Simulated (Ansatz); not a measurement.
**BNH3OF (SMILES NB(O)F): B2PLYP/6-311+G(d,p)**

Aim: the vertical ionisation energy of BNH3OF at B2PLYP/6-311+G**, from 2 runs. 

The results are computed with Ansatz 0.2.0.

122 further runs of the same task are left out: 122 set aside as unsound or not needed.

**1. The system as given**

BNH3OF: 7 atoms, total charge 0, spin state singlet. SMILES: `NB(O)F`. Geometry: relaxed at PBE0-D4/def2-TZVP. This is one conformer, not always the lowest.

Bond lengths: N1–B2 1.406 Å, B2–O3 1.363 Å, B2–F4 1.337 Å, N1–H5 1.004 Å, N1–H6 1.003 Å, O3–H7 0.957 Å. Angles: N1–B2–O3 125.7°, N1–B2–F4 118.3°, O3–B2–F4 116.0°, B2–N1–H5 121.1°, B2–N1–H6 124.7°, B2–O3–H7 114.6°, H5–N1–H6 114.2°.

**2. The energy at B2PLYP/6-311+G(d,p)**

The input, in.yaml:

```yaml
crystal:
  periodic: [false, false, false]
  atoms:
    - {symbol: N, position_ang: [-0.531800, 0.753400, -0.032100]}
    - {symbol: B, position_ang: [0.039300, -0.505700, -0.288800]}
    - {symbol: O, position_ang: [1.106300, -1.044300, 0.367000]}
    - {symbol: F, position_ang: [-0.494800, -1.258200, -1.256300]}
    - {symbol: H, position_ang: [-1.320400, 1.081700, -0.559700]}
    - {symbol: H, position_ang: [-0.210100, 1.394300, 0.668500]}
    - {symbol: H, position_ang: [1.472700, -0.489200, 1.055700]}
basis:
  gaussian:
    orbitals: 6-311+G_st__st_.json
hamiltonian:
  xc: {name: B2PLYP}
correlation:
  frozen_orbitals: {B: 1, F: 1, H: 0, "N": 1, O: 1}
accuracy: high
output:
  orbitals: {seedname: orbitals}
```

The basis set 6-311+G** is read from a file made from the Basis Set Exchange's data (not shown).

On the command line:

```bash
$ ansatz run in.yaml --threads 1 --pin off --max-ram 3480MiB --events-out events.jsonl --progress --plain --runs-dir runs
```

The log of the run:

```text
Warning: RAYON_NUM_THREADS=1 ignored (pool sized by the plan → 1); use --threads N
Functional definition: B2PLYP
  name "B2PLYP"
  parameter a = 0.53
  parameter c = 0.27
  exchange = (1 - a)*b88_x + a*exact_x
  correlation = (1 - c)*lyp_c + c*(mp2_os + mp2_ss)
2051 factors; integrals over basis functions are off by at most 5.0e-9 eV
mean field evaluation 1: about -6967.2649 eV, gradient 6.4e1 eV
mean field evaluation 2: about -6967.2659 eV, gradient 6.4e1 eV
mean field evaluation 4: about -6974.1326 eV, gradient 3.1e0 eV
mean field evaluation 8: about -6974.1500 eV, gradient 2.2e-1 eV
mean field evaluation 16: about -6974.1501 eV, gradient 2.6e-5 eV
mean field -6974.15011694 eV, -256.2952895487 hartree, gradient 4.4e-8 eV, S^2 0.000000; 0 other end points of the search recorded, 0 dependent functions left out
4 core orbitals not correlated: weight in the atoms' cores, before any rotation towards them, 1.000 or more for the frozen orbitals, at most 0.000 for the correlated occupied ones
reference -6974.15014352 eV, -256.2952905257 hartree; 12, 12 occupied and 90, 90 virtual orbitals, 2051 factors
second order -22.20851587 eV of doubles, -0.00000000 eV of singles
Total energy: -6980.14644281 eV, -256.5156504600 hartree
```

Wall time 11 s (1 thread of Intel Xeon Platinum 8259CL at 2.50GHz (Skylake/Cascade Lake), shared host); peak memory 0.33 GiB.

**3. The doublet cation at the same level**

The input, job.yaml:

```yaml
crystal:
  periodic: [false, false, false]
  atoms:
    - {symbol: "N", position_ang: [-0.531800, 0.753400, -0.032100]}
    - {symbol: B, position_ang: [0.039300, -0.505700, -0.288800]}
    - {symbol: O, position_ang: [1.106300, -1.044300, 0.367000]}
    - {symbol: F, position_ang: [-0.494800, -1.258200, -1.256300]}
    - {symbol: H, position_ang: [-1.320400, 1.081700, -0.559700]}
    - {symbol: H, position_ang: [-0.210100, 1.394300, 0.668500]}
    - {symbol: H, position_ang: [1.472700, -0.489200, 1.055700]}
basis:
  gaussian: {orbitals: 6-311+G_st__st_.json}
accuracy: high
total_charge: 1
output: {orbitals: {seedname: orbitals}}
correlation: {frozen_orbitals: {B: 1, F: 1, H: 0, "N": 1, O: 1}}
hamiltonian: {xc: {name: B2PLYP}}
magnetization: {spin_polarized: true, initial_magnetization: 1}
```

The basis set 6-311+G** is read from a file made from the Basis Set Exchange's data (not shown).

On the command line:

```bash
$ ansatz run job.yaml --threads 1 --pin off --max-ram 3480MiB --events-out events.jsonl --progress --plain --runs-dir runs
```

The log of the run:

```text
Warning: RAYON_NUM_THREADS=1 ignored (pool sized by the plan → 1); use --threads N
[... 6 set-up lines as earlier in the session ...]
2051 factors; integrals over basis functions are off by at most 5.0e-9 eV
mean field evaluation 1: about -6953.4958 eV, gradient 5.7e1 eV
mean field evaluation 2: about -6953.5384 eV, gradient 5.7e1 eV
mean field evaluation 4: about -6963.1216 eV, gradient 1.2e1 eV
mean field evaluation 8: about -6963.6230 eV, gradient 2.8e-1 eV
mean field evaluation 16: about -6963.6243 eV, gradient 1.1e-3 eV
mean field evaluation 32: about -6951.4631 eV, gradient 5.5e1 eV
mean field -6963.62434806 eV, -255.9084746770 hartree, gradient 7.2e-8 eV, S^2 0.761332; 0 other end points of the search recorded, 0 dependent functions left out
4 core orbitals not correlated: weight in the atoms' cores, before any rotation towards them, 1.000 or more for the frozen orbitals, at most 0.000 for the correlated occupied ones
reference -6963.62437630 eV, -255.9084757149 hartree; 12, 11 occupied and 90, 91 virtual orbitals, 2051 factors
second order -21.13229633 eV of doubles, -0.00000000 eV of singles
Total energy: -6969.33009631 eV, -256.1181570577 hartree
```

It took 16 s on 1 thread of Intel Xeon Platinum 8259CL at 2.50GHz (Skylake/Cascade Lake), shared host; peak memory 0.45 GiB.

**4. Outcome**

At B2PLYP/6-311+G**, 4 core orbitals frozen:

| quantity | value |
| --- | --- |
| singlet BNH3OF: total energy | -256.51565 Eh |
| singlet BNH3OF: HOMO energy (SCF part's orbitals) | -9.60 eV |
| singlet BNH3OF: LUMO energy (SCF part's orbitals) | 0.15 eV |
| singlet BNH3OF: HOMO–LUMO gap (SCF part's orbitals) | 9.75 eV |
| doublet cation: total energy | -256.11816 Eh |
| doublet cation: HOMO energy (SCF part's orbitals) (highest over α and β) | -17.66 eV |
| doublet cation: LUMO energy (SCF part's orbitals) (lowest over α and β) | -11.57 eV |
| doublet cation: ⟨S²⟩ | 0.761 |
| vertical ionisation energy (to the doublet cation) | 10.816 eV |

**Reading.** The vertical ionisation energy comes to 10.82 eV (249 kcal/mol). The negative HOMO energy of the first species, 9.60 eV, lies 1.22 eV below that difference.
